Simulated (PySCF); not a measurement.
# C8H8O3 (p-anisic acid): the cost of one run

Computed with PySCF 2.14.0 and routines of our own; the level stands in each step. Atoms count from 0.

## (1) The starting structure

19 atoms, charge 0, multiplicity 1; geometry from: GFN2-xTB.

## (2) Relaxing the molecule at PBE0-D3(BJ)/def2-SVP

Job settings and geometry (Å):

```
{"job": {"xc": "PBE0", "basis": "def2-SVP", "d3": "d3bj", "grid": 2, "kind": "geom"}, "charge": 0, "multiplicity": 1}
C     -3.416451    -0.493628    -0.247068
O     -2.519787     0.222778     0.569969
C     -1.192624     0.139667     0.314165
C     -0.360006     0.874349     1.166402
C      1.004226     0.861489     0.997004
C      1.573113     0.112262    -0.034620
C      3.026337     0.065845    -0.262713
O      3.567225    -0.563149    -1.140707
O      3.734035     0.803891     0.611977
C      0.744684    -0.618022    -0.882189
C     -0.624835    -0.609218    -0.715576
H     -3.233784    -1.571128    -0.194092
H     -4.408291    -0.277250     0.145769
H     -3.360394    -0.164177    -1.288947
H     -0.820165     1.446795     1.955988
H      1.641437     1.428476     1.657085
H      4.677853     0.728258     0.403304
H      1.198067    -1.192824    -1.675577
H     -1.240442    -1.185167    -1.387634
```

Launch:

```sh
> OMP_NUM_THREADS=1 python excited_run.py task.json out
```

The driver reads the jobs from task.json and runs them one after another.

**Question.** How long does this first job take on 1 thread of Arm Neoverse V1, shared host, and how much memory does it need?

About 2.7 min, with a peak of 0.97 GiB.
